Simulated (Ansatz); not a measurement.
# The Mg-C system: small convex hull, by script

Program: Ansatz 0.2.0 through its Python package. Level of theory: DFT r2SCAN, plane waves, PAW. These are calculated values, not measurements.

### 1 Starting point

Mg2C3 C2/m: It takes space group C2/m (No. 12, monoclinic). The conventional cell has a = 4.831 Å, b = 4.700 Å, c = 4.987 Å, α = 90.00°, β = 104.25°, γ = 90.00°. Around Mg (site symmetry m) lie 6 C at 2.24 to 2.55 Å. Around C (site symmetry m) lie 1 C at 1.34 Å. C (site symmetry 2/m) has 2 C at 1.34 Å as nearest neighbours.

MgC2 P4_2/mnm: It takes space group P4_2/mnm (No. 136, tetragonal). Conventional cell: a = 3.951 Å, b = 3.951 Å, c = 4.987 Å, α = 90.00°, β = 90.00°, γ = 90.00°. Mg (site symmetry mmm) is surrounded by 2 C at 2.17 Å. Around C (site symmetry m2m) lie 1 C at 1.26 Å.

Mg P6_3/mmc: The structure is hexagonal, space group P6_3/mmc (No. 194). Conventional cell: a = 3.209 Å, b = 3.209 Å, c = 5.210 Å, α = 90.00°, β = 90.00°, γ = 120.00°. Mg (site symmetry -6m2) is surrounded by 12 Mg at 3.20 to 3.21 Å.

C R-3m: It takes space group R-3m (No. 166, trigonal). Conventional cell: a = 2.456 Å, b = 2.456 Å, c = 10.041 Å, α = 90.00°, β = 90.00°, γ = 120.00°. C (site symmetry 3m) is surrounded by 3 C at 1.42 Å.

No structure file is read: the coordinates are typed or built in the script.

### 2 Script

File hull.py:

```python
from collections import Counter

import ansatz as az
import matplotlib.pyplot as plt
import numpy as np
from tabulate import tabulate

XC = 'r2scan'
CUTOFF = 620
KSPACING = 0.33
FILLING = 'gaussian'
WIDTH_EV = 0.02

PHASES = {
    'Mg2C3 C2/m': (
        [(2.4155, -2.35, 0.0), (2.4155, 2.35, 0.0), (-1.22707437, 0.0, 4.83327643)],
        [
            ('Mg', (0.1913, 0.1913, 0.7989)),
            ('Mg', (0.8087, 0.8087, 0.2011)),
            ('C', (0.7011, 0.7011, 0.7385)),
            ('C', (0.2989, 0.2989, 0.2615)),
            ('C', (0.5, 0.5, 0.5)),
        ],
    ),
    'MgC2 P4_2/mnm': (
        [(3.950777, 0.0, 0.0), (0.0, 3.950777, 0.0), (0.0, 0.0, 4.987089)],
        [
            ('Mg', (0.5, 0.5, 0.0)),
            ('Mg', (0.0, 0.0, 0.5)),
            ('C', (0.887655, 0.887655, 0.0)),
            ('C', (0.612345, 0.387655, 0.5)),
            ('C', (0.112345, 0.112345, 0.0)),
            ('C', (0.387655, 0.612345, 0.5)),
        ],
    ),
    'Mg': (
        [(3.2093, 0.0, 0.0), (-1.60465, 2.77933533, 0.0), (0.0, 0.0, 5.2103)],
        [
            ('Mg', (1 / 3, 2 / 3, 0.25)),
            ('Mg', (2 / 3, 1 / 3, 0.75)),
        ],
    ),
    'C': (
        [(1.22802871, 0.70900271, 3.34701145), (-1.22802871, 0.70900271, 3.34701145), (0.0, -1.41800541, 3.34701145)],
        [
            ('C', (0.836, 0.836, 0.836)),
            ('C', (0.164, 0.164, 0.164)),
        ],
    ),
}


def build(vectors, sites):
    crystal = az.Crystal(lattice=az.Lattice.of(vectors))
    for symbol, position in sites:
        crystal = crystal.atom(symbol, position)
    return crystal


def compute(name, crystal):
    calc = (
        crystal.calculation()
        .functional(XC)
        .basis(CUTOFF)
        .kpoints(spacing=KSPACING)
        .occupations(FILLING, width=WIDTH_EV)
    )
    calc = calc.relax(force_tolerance=0.01, fix_cell=['shape'])
    return calc.run(threads=1, backend='cpu')


def counts(outcome):
    return Counter(site.symbol for site in outcome.lattice.sites)

def formation_energy(outcome, mu):
    n = counts(outcome)
    return (outcome.report['energy_sigma0_ev'] - sum(k * mu[element] for element, k in n.items())) / sum(n.values())

phases = {name: build(*cell) for name, cell in PHASES.items()}

done = {name: compute(name, crystal) for name, crystal in phases.items()}

references = {'Mg': 'Mg', 'C': 'C'}
mu = {element: done[name].report['energy_sigma0_ev'] / len(done[name].lattice.sites) for element, name in references.items()}
points = sorted((counts(o)['C'] / len(o.lattice.sites), formation_energy(o, mu), name) for name, o in done.items())

hull = []
for x, e, _ in points:
    while len(hull) > 1 and (hull[-1][0] - hull[-2][0]) * (e - hull[-2][1]) - (hull[-1][1] - hull[-2][1]) * (x - hull[-2][0]) <= 0:
        hull.pop()
    hull.append((x, e))
rows = [(name, x, e, e - np.interp(x, *zip(*hull))) for x, e, name in points]
print(tabulate(rows, headers=['phase', 'x(C)', 'E_form (eV/atom)', 'above hull (eV/atom)'], floatfmt='.4f', tablefmt='rst'))
print('on the hull of these phases:', ', '.join(row[0] for row in rows if row[3] < 1e-6))
stable = [row for row in rows if row[3] < 1e-6]
plt.figure(figsize=(4.5, 3.2))
plt.plot([row[1] for row in stable], [row[2] for row in stable], 'k-o')
plt.plot([row[1] for row in rows], [row[2] for row in rows], 'r.')
plt.xlabel('fraction of C')
plt.ylabel('formation energy (eV/atom)')
plt.tight_layout()
plt.savefig('hull.png', dpi=100)
```

### 3 The calls as engine input

The engine receives this input (first run):

```yaml
crystal:
  lattice:
    - [2.4155, -2.35, 0.0]
    - [2.4155, 2.35, 0.0]
    - [-1.22707437, 0.0, 4.83327643]
  atoms:
    - { symbol: Mg, position: [0.1913, 0.1913, 0.7989] }
    - { symbol: Mg, position: [0.8087, 0.8087, 0.2011] }
    - { symbol: C, position: [0.7011, 0.7011, 0.7385] }
    - { symbol: C, position: [0.2989, 0.2989, 0.2615] }
    - { symbol: C, position: [0.5, 0.5, 0.5] }
basis:
  ecutwfc: 620.0
kpoints:
  mp_grid:
    kspacing: 0.33
hamiltonian:
  xc: r2scan
scf:
  occupations:
    method: gaussian
    width: 0.02
relax:
  f_tol: 0.01
  cell:
    fix: [shape]
```

### 4 The run

Command:

```bash
> python hull.py
```

Q: Estimate wall time and peak memory on 1 thread of Arm Neoverse V2, shared host.

About 75 s, with a peak of 0.75 GiB.
